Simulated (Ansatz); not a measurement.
# CH₂Ga (quartet): the correlation ladder, cc-pVTZ

One table from this session's results is given with a row withheld; the runs are named, their logs left out.

Program: Ansatz 0.2.0, Gaussian basis. Level of theory: cc-pVTZ, core rule «outside noble gas», up to 15 orbitals frozen. These are calculated values, not measurements.

The runs, in order: UHF; CCSD(T) on ROHF; CCSD(T) on UHF; BCCD(T) on ROHF; CCSDT(Q) on ROHF; CCSDT(Q) on UHF; CASSCF and MRCISD+Q, 9 electrons in 10 orbitals; CASSCF and NEVPT2, 9 electrons in 10 orbitals.

7 further runs of the same task are left out: 5 for a known fault of the program, 2 set aside as unsound or not needed.

## What is computed

The geometry is a PBE0/def2-TZVP stationary point (not a proven minimum) of the parent state, kept for this charge and spin. No spin-orbit coupling is included. The filled d shell of Ga may be among the frozen orbitals whatever the setting's name suggests; the logs give the count.

4 atoms, charge 0, spin multiplicity 4.

Atoms are counted from 1 here; the program's logs count them from 0.

Bond lengths: C1–Ga2 1.974 Å, Ga2–H3 1.564 Å, Ga2–H4 1.566 Å. Angles: C1–Ga2–H3 118.1°, C1–Ga2–H4 117.3°, H3–Ga2–H4 124.6°.

The first run:

in.yaml reads:

```yaml
crystal:
  periodic: [false, false, false]
  atoms:
    - {symbol: C, position_ang: [0.000000, 0.001437, 1.708594]}
    - {symbol: Ga, position_ang: [0.000000, -0.000051, -0.265616]}
    - {symbol: H, position_ang: [0.000000, 1.379029, -1.003372]}
    - {symbol: H, position_ang: [0.000000, -1.392627, -0.982695]}
basis:
  gaussian: {orbitals: cc-pVTZ}
magnetization: {spin_polarized: true, initial_magnetization: 3}
hamiltonian: {xc: hf}
output: {orbitals: {seedname: orbitals}}
```

Run with:

```sh
ansatz run in.yaml --threads 1 --pin off --events-out ev --progress --plain --max-ram 2816MiB --backend cpu
```

Steps of the session up to this table: UHF; CCSD(T) on ROHF; CCSD(T) on UHF; BCCD(T) on ROHF; CCSDT(Q) on ROHF; CCSDT(Q) on UHF; CASSCF and MRCISD+Q, 9 electrons in 10 orbitals; CASSCF and NEVPT2, 9 electrons in 10 orbitals.

One table of the session follows, with a row left open; its other results are not shown here.

| method | from UCCSDT(Q) (kJ/mol) |
| --- | --- |
| ROHF | +506.7 |
| UHF | +501.6 |
| RMP2 | +101.5 |
| UMP2 | ? |
| RCCSD | +18.5 |
| UCCSD | +18.1 |
| RCCSD(T) | +3.9 |
| UCCSD(T) | +3.5 |
| BCCD(T) | +3.7 |
| RCCSDT | +0.9 |
| UCCSDT | +0.6 |
| RCCSDT(Q) | +0.3 |
| UCCSDT(Q) | 0 |
| CASSCF valence | +358.8 |
| NEVPT2 valence | +87.8 |
| MRCISD valence | +23.9 |
| MRCISD+Q valence | +3.4 |

Estimate the missing values for UMP2.

**Answer.** from UCCSDT(Q) (kJ/mol): +100.9. In the column «from UCCSDT(Q) (kJ/mol)» it lies between NEVPT2 valence (+87.8) and RMP2 (+101.5).

To keep in mind: Restricted and unrestricted rows rest on different reference determinants; where their highest levels disagree by more than a few hundredths of an eV, they describe different states and don't form one ladder.
